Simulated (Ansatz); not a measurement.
**Si2GeH (quartet): wB97M-V, B2PLYP, RPA-PBE over vertical spin and charge gaps and displaced geometries, cc-pVDZ**

How well do these functionals follow the top wave-function level for Si2GeH (quartet) over vertical spin and charge gaps and displaced geometries?

Program: Ansatz 0.2.0, Gaussian basis. Level of theory: cc-pVDZ, all electrons in the functionals, frozen cores in the correlation of double hybrids and RPA. These are calculated values, not measurements.

The runs, in order: wB97M-V, B2PLYP, RPA-PBE, at charge 0, quartet; charge 0, doublet; charge 0, sextet; charge 1, triplet; charge 1, quintet; displaced geometry v1; displaced geometry v2 (not every functional at every point).

31 further runs of the same task are left out: 19 that didn't finish, 12 set aside as unsound or not needed.

## (1) The system

The geometry is a PBE0/def2-TZVP stationary point (not a proven minimum). No spin-orbit coupling is included. The filled d shell of Ge may be among the frozen orbitals whatever the setting's name suggests; the logs give the count.

4 atoms, charge 0, spin multiplicity 4.

Atoms are counted from 1 here; the program's logs count them from 0.

Bond lengths: Ge1–Si2 2.343 Å, Si2–Si3 2.244 Å, Si3–H4 1.654 Å. Angles: Ge1–Si2–Si3 169.0°, Si2–Si3–H4 53.0°.

No dispersion term is added; wB97M-V holds VV10 nonlocal correlation.

The geometry shown and the zero of energy belong to the point charge 0, quartet. The yardstick, UCCSD(T), and other wave-function levels (R restricted, U unrestricted, valence and pair active spaces) come from earlier runs.

## (2) wB97M-V, charge 0, quartet

File in.yaml:

```yaml
crystal:
  periodic: [false, false, false]
  atoms:
    - {symbol: Ge, position_ang: [0.000020, -0.248209, 2.585879]}
    - {symbol: Si, position_ang: [-0.000008, -0.469422, 0.253680]}
    - {symbol: Si, position_ang: [0.000029, -0.249426, -1.979811]}
    - {symbol: H, position_ang: [-0.000042, 0.967057, -0.859748]}
basis:
  gaussian: {orbitals: cc-pVDZ}
magnetization: {spin_polarized: true, initial_magnetization: 3}
hamiltonian: {xc: {name: wB97M-V}}
output: {forces: true, orbitals: {seedname: orbitals}}
```

The run is started by

```sh
$ ansatz run in.yaml --threads 1 --pin off --events-out ev --progress --plain --max-ram 2393MiB
```

Log, shortened:

```text
Functional definition: wB97M-V
  name "wB97M-V"
  cite "Mardirossian & Head-Gordon, J. Chem. Phys. 144, 214110 (2016) doi:10.1063/1.4952647"
  cite "Becke, J. Chem. Phys. 107, 8554 (1997) doi:10.1063/1.475007"
  cite "Vydrov & Van Voorhis, J. Chem. Phys. 133, 244103 (2010) doi:10.1063/1.3521275"
  # Of w^i u^j: cxij and so on, Table III.
[...]
  gx(w, u) = 1 - cx + cx01*u + cx10*w
  gss(w, u) = css00 + css04*u^4 + css10*w + css20*w^2 + css43*w^4*u^3
  gos(w, u) = cos00 + cos10*w + (cos20 + cos21*u)*w^2 + (cos60 + cos61*u)*w^6
[...]
      + integral(e_c_pw_mod_opposite_spin*gos(b97_w_opposite, b97_u_opposite)) + vv10(b, c)
743 factors; integrals over basis functions are off by at most 1.5e-3 eV
226 factors; integrals over basis functions are off by at most 1.2e-5 eV
[...]
mean field -72280.58791063 eV, -2656.2626121733 hartree, gradient 3.4e-6 eV, S^2 3.756194; 2 other end points of the search recorded, 0 dependent functions left out
[...]
reference -72280.58794481 eV, -2656.2626134296 hartree; 32, 29 occupied and 36, 39 virtual orbitals, 743 factors
Total energy: -72280.58794481 eV, -2656.2626134296 hartree
Atom 0 at     0.000020    -0.248209     2.585879 Å, force    -0.000012     0.012232     0.106853 eV/Å
Atom 1 at    -0.000008    -0.469422     0.253680 Å, force     0.000024    -0.085751     0.034790 eV/Å
Atom 2 at     0.000029    -0.249426    -1.979811 Å, force    -0.000010    -0.068736    -0.167276 eV/Å
Atom 3 at    -0.000042     0.967057    -0.859748 Å, force    -0.000001     0.142255     0.025633 eV/Å
Dipole moment:    -0.000006    -0.041960    -0.150141 e Å
```

Wall time 51 s (1 thread of Intel Xeon at 2.50GHz, shared host); peak memory 0.34 GiB.

From the report: ⟨S²⟩ of the determinant 3.756 (pure quartet: 3.75).

## (3) wB97M-V, charge 0, doublet

Changes to in.yaml since step 2:

```diff
@@ -9,4 +9,4 @@
   gaussian: {orbitals: cc-pVDZ}
-magnetization: {spin_polarized: true, initial_magnetization: 3}
+magnetization: {spin_polarized: true, initial_magnetization: 1}
 hamiltonian: {xc: {name: wB97M-V}}
-output: {forces: true, orbitals: {seedname: orbitals}}
+output: {orbitals: {seedname: orbitals}}
```

The command is unchanged.

Log, shortened:

```text
Functional definition: wB97M-V
  name "wB97M-V"
  cite "Mardirossian & Head-Gordon, J. Chem. Phys. 144, 214110 (2016) doi:10.1063/1.4952647"
  cite "Becke, J. Chem. Phys. 107, 8554 (1997) doi:10.1063/1.475007"
  cite "Vydrov & Van Voorhis, J. Chem. Phys. 133, 244103 (2010) doi:10.1063/1.3521275"
  # Of w^i u^j: cxij and so on, Table III.
[...]
  gx(w, u) = 1 - cx + cx01*u + cx10*w
  gss(w, u) = css00 + css04*u^4 + css10*w + css20*w^2 + css43*w^4*u^3
  gos(w, u) = cos00 + cos10*w + (cos20 + cos21*u)*w^2 + (cos60 + cos61*u)*w^6
[...]
      + integral(e_c_pw_mod_opposite_spin*gos(b97_w_opposite, b97_u_opposite)) + vv10(b, c)
743 factors; integrals over basis functions are off by at most 1.5e-3 eV
226 factors; integrals over basis functions are off by at most 1.2e-5 eV
[...]
mean field -72281.36128238 eV, -2656.2910330613 hartree, gradient 2.5e-5 eV, S^2 0.960387; 6 other end points of the search recorded, 0 dependent functions left out
reference -72281.36131705 eV, -2656.2910343352 hartree; 31, 30 occupied and 37, 38 virtual orbitals, 743 factors
Total energy: -72281.36131705 eV, -2656.2910343352 hartree
```

It took 41 s on 1 thread of Intel Xeon at 2.50GHz, shared host; peak memory 0.35 GiB.

From the report: ⟨S²⟩ of the determinant 0.960 (pure doublet: 0.75).

From charge 0, quartet: -0.773 eV.

## (4) wB97M-V, charge 0, sextet

Changes to in.yaml since step 3:

```diff
@@ -9,3 +9,3 @@
   gaussian: {orbitals: cc-pVDZ}
-magnetization: {spin_polarized: true, initial_magnetization: 1}
+magnetization: {spin_polarized: true, initial_magnetization: 5}
 hamiltonian: {xc: {name: wB97M-V}}
```

Launched as before.

Log, shortened:

```text
Functional definition: wB97M-V
  name "wB97M-V"
  cite "Mardirossian & Head-Gordon, J. Chem. Phys. 144, 214110 (2016) doi:10.1063/1.4952647"
  cite "Becke, J. Chem. Phys. 107, 8554 (1997) doi:10.1063/1.475007"
  cite "Vydrov & Van Voorhis, J. Chem. Phys. 133, 244103 (2010) doi:10.1063/1.3521275"
  # Of w^i u^j: cxij and so on, Table III.
[...]
  gx(w, u) = 1 - cx + cx01*u + cx10*w
  gss(w, u) = css00 + css04*u^4 + css10*w + css20*w^2 + css43*w^4*u^3
  gos(w, u) = cos00 + cos10*w + (cos20 + cos21*u)*w^2 + (cos60 + cos61*u)*w^6
[...]
      + integral(e_c_pw_mod_opposite_spin*gos(b97_w_opposite, b97_u_opposite)) + vv10(b, c)
743 factors; integrals over basis functions are off by at most 1.5e-3 eV
226 factors; integrals over basis functions are off by at most 1.2e-5 eV
[...]
mean field -72277.51871728 eV, -2656.1498213983 hartree, gradient 7.3e-6 eV, S^2 8.762097; 4 other end points of the search recorded, 0 dependent functions left out
reference -72277.51875100 eV, -2656.1498226376 hartree; 33, 28 occupied and 35, 40 virtual orbitals, 743 factors
Total energy: -72277.51875100 eV, -2656.1498226376 hartree
```

It took 2.1 min on 1 thread of Intel Xeon at 2.50GHz, shared host; peak memory 0.38 GiB.

From the report: ⟨S²⟩ of the determinant 8.762 (pure sextet: 8.75).

From charge 0, quartet: +3.069 eV.

## (5) wB97M-V, charge 1, quintet

Changes to in.yaml since step 4:

```diff
@@ -9,3 +9,4 @@
   gaussian: {orbitals: cc-pVDZ}
-magnetization: {spin_polarized: true, initial_magnetization: 5}
+total_charge: 1
+magnetization: {spin_polarized: true, initial_magnetization: 4}
 hamiltonian: {xc: {name: wB97M-V}}
```

The command is unchanged.

Log, shortened:

```text
Functional definition: wB97M-V
  name "wB97M-V"
  cite "Mardirossian & Head-Gordon, J. Chem. Phys. 144, 214110 (2016) doi:10.1063/1.4952647"
  cite "Becke, J. Chem. Phys. 107, 8554 (1997) doi:10.1063/1.475007"
  cite "Vydrov & Van Voorhis, J. Chem. Phys. 133, 244103 (2010) doi:10.1063/1.3521275"
  # Of w^i u^j: cxij and so on, Table III.
[...]
  gx(w, u) = 1 - cx + cx01*u + cx10*w
  gss(w, u) = css00 + css04*u^4 + css10*w + css20*w^2 + css43*w^4*u^3
  gos(w, u) = cos00 + cos10*w + (cos20 + cos21*u)*w^2 + (cos60 + cos61*u)*w^6
[...]
      + integral(e_c_pw_mod_opposite_spin*gos(b97_w_opposite, b97_u_opposite)) + vv10(b, c)
743 factors; integrals over basis functions are off by at most 1.5e-3 eV
226 factors; integrals over basis functions are off by at most 1.2e-5 eV
[...]
mean field -72272.28287907 eV, -2655.9574078931 hartree, gradient 5.0e-5 eV, S^2 6.012965; 2 other end points of the search recorded, 0 dependent functions left out
reference -72272.28291432 eV, -2655.9574091883 hartree; 32, 28 occupied and 36, 40 virtual orbitals, 743 factors
Total energy: -72272.28291432 eV, -2655.9574091883 hartree
```

It took 36 s on 1 thread of Intel Xeon at 2.50GHz, shared host; peak memory 0.34 GiB.

From the report: ⟨S²⟩ of the determinant 6.013 (pure quintet: 6.00).

From charge 0, quartet: +8.305 eV.

## (6) wB97M-V, displaced geometry v1

File in.yaml:

```yaml
crystal:
  periodic: [false, false, false]
  atoms:
    - {symbol: Ge, position_ang: [0.002357, -0.250054, 2.608100]}
    - {symbol: Si, position_ang: [0.001496, -0.487409, 0.264748]}
    - {symbol: Si, position_ang: [0.049497, -0.208103, -2.011356]}
    - {symbol: H, position_ang: [-0.053351, 0.945566, -0.861491]}
basis:
  gaussian: {orbitals: cc-pVDZ}
magnetization: {spin_polarized: true, initial_magnetization: 3}
hamiltonian: {xc: {name: wB97M-V}}
output: {orbitals: {seedname: orbitals}}
```

Launched as before.

Log, shortened:

```text
Functional definition: wB97M-V
  name "wB97M-V"
  cite "Mardirossian & Head-Gordon, J. Chem. Phys. 144, 214110 (2016) doi:10.1063/1.4952647"
  cite "Becke, J. Chem. Phys. 107, 8554 (1997) doi:10.1063/1.475007"
  cite "Vydrov & Van Voorhis, J. Chem. Phys. 133, 244103 (2010) doi:10.1063/1.3521275"
  # Of w^i u^j: cxij and so on, Table III.
[...]
  gx(w, u) = 1 - cx + cx01*u + cx10*w
  gss(w, u) = css00 + css04*u^4 + css10*w + css20*w^2 + css43*w^4*u^3
  gos(w, u) = cos00 + cos10*w + (cos20 + cos21*u)*w^2 + (cos60 + cos61*u)*w^6
[...]
      + integral(e_c_pw_mod_opposite_spin*gos(b97_w_opposite, b97_u_opposite)) + vv10(b, c)
743 factors; integrals over basis functions are off by at most 1.5e-3 eV
226 factors; integrals over basis functions are off by at most 9.0e-6 eV
[...]
mean field -72280.57276527 eV, -2656.2620555918 hartree, gradient 4.1e-5 eV, S^2 3.756404; 4 other end points of the search recorded, 0 dependent functions left out
reference -72280.57279955 eV, -2656.2620568517 hartree; 32, 29 occupied and 36, 39 virtual orbitals, 743 factors
Total energy: -72280.57279955 eV, -2656.2620568517 hartree
```

Run time: 47 s. Hardware: 1 thread of Intel Xeon at 2.50GHz, shared host; peak memory 0.34 GiB.

From the report: ⟨S²⟩ of the determinant 3.756 (pure quartet: 3.75).

From charge 0, quartet: +0.015 eV.

## (7) wB97M-V, displaced geometry v2

File in.yaml:

```yaml
crystal:
  periodic: [false, false, false]
  atoms:
    - {symbol: Ge, position_ang: [0.064589, -0.224460, 2.576720]}
    - {symbol: Si, position_ang: [-0.100314, -0.437299, 0.256115]}
    - {symbol: Si, position_ang: [-0.023656, -0.249727, -1.985556]}
    - {symbol: H, position_ang: [0.059381, 0.911486, -0.847279]}
basis:
  gaussian: {orbitals: cc-pVDZ}
magnetization: {spin_polarized: true, initial_magnetization: 3}
hamiltonian: {xc: {name: wB97M-V}}
output: {forces: true, orbitals: {seedname: orbitals}}
```

Same command.

Log, shortened:

```text
Functional definition: wB97M-V
  name "wB97M-V"
  cite "Mardirossian & Head-Gordon, J. Chem. Phys. 144, 214110 (2016) doi:10.1063/1.4952647"
  cite "Becke, J. Chem. Phys. 107, 8554 (1997) doi:10.1063/1.475007"
  cite "Vydrov & Van Voorhis, J. Chem. Phys. 133, 244103 (2010) doi:10.1063/1.3521275"
  # Of w^i u^j: cxij and so on, Table III.
[...]
  gx(w, u) = 1 - cx + cx01*u + cx10*w
  gss(w, u) = css00 + css04*u^4 + css10*w + css20*w^2 + css43*w^4*u^3
  gos(w, u) = cos00 + cos10*w + (cos20 + cos21*u)*w^2 + (cos60 + cos61*u)*w^6
[...]
      + integral(e_c_pw_mod_opposite_spin*gos(b97_w_opposite, b97_u_opposite)) + vv10(b, c)
743 factors; integrals over basis functions are off by at most 1.3e-3 eV
226 factors; integrals over basis functions are off by at most 8.2e-6 eV
[...]
mean field -72280.56160062 eV, -2656.2616452984 hartree, gradient 3.8e-5 eV, S^2 3.756614; 2 other end points of the search recorded, 0 dependent functions left out
[...]
reference -72280.56163475 eV, -2656.2616465525 hartree; 32, 29 occupied and 36, 39 virtual orbitals, 743 factors
Total energy: -72280.56163475 eV, -2656.2616465525 hartree
Atom 0 at     0.064589    -0.224460     2.576720 Å, force    -0.016952     0.042519     0.184294 eV/Å
Atom 1 at    -0.100314    -0.437299     0.256115 Å, force     0.011053    -0.339934    -0.060038 eV/Å
Atom 2 at    -0.023656    -0.249727    -1.985556 Å, force    -0.066039    -0.319488    -0.226090 eV/Å
Atom 3 at     0.059381     0.911486    -0.847279 Å, force     0.071938     0.616903     0.101834 eV/Å
Dipole moment:    -0.023722    -0.024147    -0.163256 e Å
```

Run time: 49 s. Hardware: 1 thread of Intel Xeon at 2.50GHz, shared host; peak memory 0.34 GiB.

From the report: ⟨S²⟩ of the determinant 3.757 (pure quartet: 3.75).

From charge 0, quartet: +0.026 eV.

## (8) B2PLYP, charge 0, quartet

File in.yaml:

```yaml
crystal:
  periodic: [false, false, false]
  atoms:
    - {symbol: Ge, position_ang: [0.000020, -0.248209, 2.585879]}
    - {symbol: Si, position_ang: [-0.000008, -0.469422, 0.253680]}
    - {symbol: Si, position_ang: [0.000029, -0.249426, -1.979811]}
    - {symbol: H, position_ang: [-0.000042, 0.967057, -0.859748]}
basis:
  gaussian: {orbitals: cc-pVDZ}
magnetization: {spin_polarized: true, initial_magnetization: 3}
hamiltonian: {xc: {name: B2PLYP}}
correlation: {electrons: outside_noble_gas}
```

The command is unchanged.

Log, shortened:

```text
Functional definition: B2PLYP
  name "B2PLYP"
  cite "Grimme, J. Chem. Phys. 124, 034108 (2006) doi:10.1063/1.2148954"
  cite "Becke, Phys. Rev. A 38, 3098 (1988) doi:10.1103/PhysRevA.38.3098"
  cite "Lee, Yang & Parr, Phys. Rev. B 37, 785 (1988) doi:10.1103/PhysRevB.37.785"
[...]
743 factors; integrals over basis functions are off by at most 1.5e-3 eV
[...]
mean field -72264.44139959 eV, -2655.6692388375 hartree, gradient 6.0e-6 eV, S^2 3.764507; 2 other end points of the search recorded, 0 dependent functions left out
24 core orbitals not correlated: weight in the atoms' cores, before any rotation towards them, 0.999 or more for the frozen orbitals, at most 0.000 for the correlated occupied ones
reference -72264.44153943 eV, -2655.6692439762 hartree; 8, 5 occupied and 36, 39 virtual orbitals, 743 factors
second order -7.80399286 eV of doubles, -0.00000000 eV of singles
Total energy: -72266.54861750 eV, -2655.7466776671 hartree
```

Wall time 11 s (1 thread of Intel Xeon at 2.50GHz, shared host).

From the report: ⟨S²⟩ of the determinant 3.765 (pure quartet: 3.75).

## (9) B2PLYP, charge 0, doublet

Changes to in.yaml since step 8:

```diff
@@ -9,3 +9,3 @@
   gaussian: {orbitals: cc-pVDZ}
-magnetization: {spin_polarized: true, initial_magnetization: 3}
+magnetization: {spin_polarized: true, initial_magnetization: 1}
 hamiltonian: {xc: {name: B2PLYP}}
```

Launched as before.

Log, shortened:

```text
Functional definition: B2PLYP
  name "B2PLYP"
  cite "Grimme, J. Chem. Phys. 124, 034108 (2006) doi:10.1063/1.2148954"
  cite "Becke, Phys. Rev. A 38, 3098 (1988) doi:10.1103/PhysRevA.38.3098"
  cite "Lee, Yang & Parr, Phys. Rev. B 37, 785 (1988) doi:10.1103/PhysRevB.37.785"
[...]
743 factors; integrals over basis functions are off by at most 1.5e-3 eV
[...]
mean field -72265.05070707 eV, -2655.6916304742 hartree, gradient 1.8e-6 eV, S^2 1.111540; 8 other end points of the search recorded, 0 dependent functions left out
24 core orbitals not correlated: weight in the atoms' cores, before any rotation towards them, 1.000 or more for the frozen orbitals, at most 0.000 for the correlated occupied ones
reference -72265.05084488 eV, -2655.6916355386 hartree; 7, 6 occupied and 37, 38 virtual orbitals, 743 factors
second order -8.56865853 eV of doubles, -0.00000000 eV of singles
Total energy: -72267.36438268 eV, -2655.7766564847 hartree
```

Wall time 32 s (1 thread of Intel Xeon at 2.50GHz, shared host); peak memory 0.29 GiB.

From the report: ⟨S²⟩ of the determinant 1.112 (pure doublet: 0.75).

From charge 0, quartet: -0.816 eV.

## (10) B2PLYP, charge 0, sextet

Changes to in.yaml since step 9:

```diff
@@ -9,3 +9,3 @@
   gaussian: {orbitals: cc-pVDZ}
-magnetization: {spin_polarized: true, initial_magnetization: 1}
+magnetization: {spin_polarized: true, initial_magnetization: 5}
 hamiltonian: {xc: {name: B2PLYP}}
```

Launched as before.

Log, shortened:

```text
Functional definition: B2PLYP
  name "B2PLYP"
  cite "Grimme, J. Chem. Phys. 124, 034108 (2006) doi:10.1063/1.2148954"
  cite "Becke, Phys. Rev. A 38, 3098 (1988) doi:10.1103/PhysRevA.38.3098"
  cite "Lee, Yang & Parr, Phys. Rev. B 37, 785 (1988) doi:10.1103/PhysRevB.37.785"
[...]
743 factors; integrals over basis functions are off by at most 1.5e-3 eV
[...]
mean field -72261.67129810 eV, -2655.5674394851 hartree, gradient 2.6e-6 eV, S^2 8.767869; 6 other end points of the search recorded, 0 dependent functions left out
24 core orbitals not correlated: weight in the atoms' cores, before any rotation towards them, 0.999 or more for the frozen orbitals, at most 0.000 for the correlated occupied ones
reference -72261.67143237 eV, -2655.5674444196 hartree; 9, 4 occupied and 35, 40 virtual orbitals, 743 factors
second order -7.17562130 eV of doubles, -0.00000000 eV of singles
Total energy: -72263.60885012 eV, -2655.6386432087 hartree
```

It took 28 s on 1 thread of Intel Xeon at 2.50GHz, shared host.

From the report: ⟨S²⟩ of the determinant 8.768 (pure sextet: 8.75).

From charge 0, quartet: +2.940 eV.

## (11) B2PLYP, charge 1, quintet

Changes to in.yaml since step 10:

```diff
@@ -9,3 +9,4 @@
   gaussian: {orbitals: cc-pVDZ}
-magnetization: {spin_polarized: true, initial_magnetization: 5}
+total_charge: 1
+magnetization: {spin_polarized: true, initial_magnetization: 4}
 hamiltonian: {xc: {name: B2PLYP}}
```

Launched as before.

Log, shortened:

```text
Functional definition: B2PLYP
  name "B2PLYP"
  cite "Grimme, J. Chem. Phys. 124, 034108 (2006) doi:10.1063/1.2148954"
  cite "Becke, Phys. Rev. A 38, 3098 (1988) doi:10.1103/PhysRevA.38.3098"
  cite "Lee, Yang & Parr, Phys. Rev. B 37, 785 (1988) doi:10.1103/PhysRevB.37.785"
[...]
743 factors; integrals over basis functions are off by at most 1.5e-3 eV
[...]
mean field -72256.41600238 eV, -2655.3743109297 hartree, gradient 9.6e-6 eV, S^2 6.017987; 4 other end points of the search recorded, 0 dependent functions left out
24 core orbitals not correlated: weight in the atoms' cores, before any rotation towards them, 0.999 or more for the frozen orbitals, at most 0.000 for the correlated occupied ones
reference -72256.41614159 eV, -2655.3743160454 hartree; 8, 4 occupied and 36, 40 virtual orbitals, 743 factors
second order -7.43311120 eV of doubles, -0.00000000 eV of singles
Total energy: -72258.42308161 eV, -2655.4480697310 hartree
```

Run time: 12 s. Hardware: 1 thread of Intel Xeon at 2.50GHz, shared host.

From the report: ⟨S²⟩ of the determinant 6.018 (pure quintet: 6.00).

From charge 0, quartet: +8.126 eV.

## (12) B2PLYP, displaced geometry v1

File in.yaml:

```yaml
crystal:
  periodic: [false, false, false]
  atoms:
    - {symbol: Ge, position_ang: [0.002357, -0.250054, 2.608100]}
    - {symbol: Si, position_ang: [0.001496, -0.487409, 0.264748]}
    - {symbol: Si, position_ang: [0.049497, -0.208103, -2.011356]}
    - {symbol: H, position_ang: [-0.053351, 0.945566, -0.861491]}
basis:
  gaussian: {orbitals: cc-pVDZ}
magnetization: {spin_polarized: true, initial_magnetization: 3}
hamiltonian: {xc: {name: B2PLYP}}
correlation: {electrons: outside_noble_gas}
```

The command is unchanged.

Log, shortened:

```text
Functional definition: B2PLYP
  name "B2PLYP"
  cite "Grimme, J. Chem. Phys. 124, 034108 (2006) doi:10.1063/1.2148954"
  cite "Becke, Phys. Rev. A 38, 3098 (1988) doi:10.1103/PhysRevA.38.3098"
  cite "Lee, Yang & Parr, Phys. Rev. B 37, 785 (1988) doi:10.1103/PhysRevB.37.785"
[...]
743 factors; integrals over basis functions are off by at most 1.5e-3 eV
[...]
mean field -72264.43411056 eV, -2655.6689709702 hartree, gradient 6.1e-6 eV, S^2 3.764956; 4 other end points of the search recorded, 0 dependent functions left out
24 core orbitals not correlated: weight in the atoms' cores, before any rotation towards them, 1.000 or more for the frozen orbitals, at most 0.000 for the correlated occupied ones
reference -72264.43425090 eV, -2655.6689761276 hartree; 8, 5 occupied and 36, 39 virtual orbitals, 743 factors
second order -7.86157795 eV of doubles, -0.00000000 eV of singles
Total energy: -72266.55687694 eV, -2655.7469811961 hartree
```

Wall time 16 s (1 thread of Intel Xeon at 2.50GHz, shared host).

From the report: ⟨S²⟩ of the determinant 3.765 (pure quartet: 3.75).

From charge 0, quartet: -0.008 eV.

## (13) B2PLYP, displaced geometry v2

File in.yaml:

```yaml
crystal:
  periodic: [false, false, false]
  atoms:
    - {symbol: Ge, position_ang: [0.064589, -0.224460, 2.576720]}
    - {symbol: Si, position_ang: [-0.100314, -0.437299, 0.256115]}
    - {symbol: Si, position_ang: [-0.023656, -0.249727, -1.985556]}
    - {symbol: H, position_ang: [0.059381, 0.911486, -0.847279]}
basis:
  gaussian: {orbitals: cc-pVDZ}
magnetization: {spin_polarized: true, initial_magnetization: 3}
hamiltonian: {xc: {name: B2PLYP}}
correlation: {electrons: outside_noble_gas}
```

Launched as before.

Log, shortened:

```text
Functional definition: B2PLYP
  name "B2PLYP"
  cite "Grimme, J. Chem. Phys. 124, 034108 (2006) doi:10.1063/1.2148954"
  cite "Becke, Phys. Rev. A 38, 3098 (1988) doi:10.1103/PhysRevA.38.3098"
  cite "Lee, Yang & Parr, Phys. Rev. B 37, 785 (1988) doi:10.1103/PhysRevB.37.785"
[...]
743 factors; integrals over basis functions are off by at most 1.3e-3 eV
[...]
mean field -72264.41647654 eV, -2655.6683229321 hartree, gradient 6.9e-6 eV, S^2 3.765307; 2 other end points of the search recorded, 0 dependent functions left out
24 core orbitals not correlated: weight in the atoms' cores, before any rotation towards them, 0.999 or more for the frozen orbitals, at most 0.000 for the correlated occupied ones
reference -72264.41661632 eV, -2655.6683280690 hartree; 8, 5 occupied and 36, 39 virtual orbitals, 743 factors
second order -7.80905107 eV of doubles, -0.00000000 eV of singles
Total energy: -72266.52506011 eV, -2655.7458119491 hartree
```

Wall time 13 s (1 thread of Intel Xeon at 2.50GHz, shared host).

From the report: ⟨S²⟩ of the determinant 3.765 (pure quartet: 3.75).

From charge 0, quartet: +0.024 eV.

(Part 1 of 2 ends here.)
